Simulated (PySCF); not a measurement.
Set up this calculation in PySCF 2.14.0, as a Python script.

```
Task                                       : MP2 correlation energy
Functional                                 : HF
Potentials or basis                        : def2-svp (all-electron)
k mesh                                     : 1 × 1 × 1
Occupations                                : fixed
Spin                                       : no spin polarisation
Exponents discarded below (exp_to_discard) : 0 1/bohr^2
Frozen core bands                          : 8
conv_tol                                   : 1e-08 Ha
max_cycle                                  : 60
exxdiv                                     : ewald
Relativity                                 : none
Coulomb method                             : Gaussian density fitting (GDF)
Three-centre integrals                     : read from an earlier run's file
```

The structure of C3SH4 lies in H4C3S.xyz:

```xyz
8
Lattice="13.0000000000 0.0000000000 0.0000000000 0.0000000000 13.0000000000 0.0000000000 0.0000000000 0.0000000000 11.0000000000" Properties=species:S:1:pos:R:3 pbc="T T T"
C      5.5894499700      7.6497500300      5.4875499800
C      5.7630500200      6.2235500600      5.9181500400
C      6.8780500100      5.5547499800      5.8154499700
S      8.2125500600      4.7669499800      5.6883500300
H      4.8134499400      7.7309499800      4.7214500300
H      5.2878499700      8.2750500300      6.3324499700
H      6.5156500500      8.0528500000      5.0786499500
H      4.9141500200      5.6956499600      6.3465499900
```

The input as run:

run.py

```python
import json
import numpy as np
from pyscf.pbc import gto, scf, dft, df

cell = gto.Cell()
cell.basis = 'def2-svp'
cell.fromfile('H4C3S.xyz')
cell.exp_to_discard = 0
cell.precision = 1e-08
cell.max_memory = 2520  # MB
cell.verbose = 4
cell.build()

res = {}
kpts = cell.make_kpts([1, 1, 1])
mf = scf.KRHF(cell, kpts, exxdiv='ewald')
mf = mf.density_fit()
mf.with_df._cderi = 'cderi.h5'  # three-centre integrals saved by an earlier run on this cell, basis and mesh
mf.conv_tol = 1e-08
mf.max_cycle = 60

mf.kernel()
res.update(converged=bool(mf.converged), e_tot=mf.e_tot, nelec=cell.nelectron, nao=cell.nao, mesh=list(map(int, cell.mesh)), a=cell.lattice_vectors().tolist(), coords=cell.atom_coords().tolist(),
           mo_energy=[np.real(x).tolist() for x in mf.mo_energy], mo_occ=[np.real(x).tolist() for x in mf.mo_occ])
import h5py
print('fit functions by k pair:', sorted({v['0'].shape[0] for v in h5py.File(mf.with_df._cderi)['j3c'].values()}))
res.update(kpts=cell.get_scaled_kpts(kpts).tolist())
res['parts'] = {k: float(np.real(v)) for k, v in mf.scf_summary.items() if np.isscalar(v)}
json.dump(res, open('results.json', 'w'))
if not mf.converged:
    raise SystemExit('SCF not converged')

print('levels (eV)')
for i, kp in enumerate(res['kpts'][:40]):
    print('k %7.4f %7.4f %7.4f  ' % tuple(kp), ' '.join('%.3f' % (x * 27.211386) for x in res['mo_energy'][i][:24]))

# Mulliken populations
dm, s = np.asarray(mf.make_rdm1()), np.asarray(mf.get_ovlp())
sites = cell.aoslice_by_atom()[:, 2:]
tot = np.einsum('kij,kji->i', dm, s).real / len(kpts)
res['mulliken'] = [cell.atom_charge(i) - tot[a0:a1].sum() for i, (a0, a1) in enumerate(sites)]
print('Mulliken charges', np.round(res['mulliken'], 5))

from pyscf.pbc import mp
pt = mp.KMP2(mf, frozen=8)
pt.kernel(with_t2=False)
res.update(e_corr=pt.e_corr, e_ss=getattr(pt, 'e_corr_ss', None), e_os=getattr(pt, 'e_corr_os', None))
res['done'] = True
json.dump(res, open('results.json', 'w'))
```

Potentials or basis: def2-svp (all-electron).

Run with:

```console
$ OMP_NUM_THREADS=2 python -u run.py > log
```

Results of the run:

```yaml
Gap_between_the_frontier_levels: 10.54 eV
Mulliken_charges: C +0.01, -0.34, +0.13; S -0.06; H +0.05, +0.10 e
MP2_correlation_energy_per_cell: -14.241 eV
```

Caveat: the basis is small and the box finite, so much correlation energy is missing and levels can be off by tenths of an eV; Mulliken charges move with the basis; this is a molecule in a periodic box at the Γ point, so its band gap is the HOMO-LUMO gap; total energy, band gap and charges are those of the mean-field reference; the basis of atomic orbitals isn't converged, which shifts pressures, moduli and gaps.

Run time: 13 s on 2 threads of Intel(R) Xeon(R) Processor @ 2.50GHz (Skylake/Cascade Lake), on a shared host, peak memory 1.9 GiB.
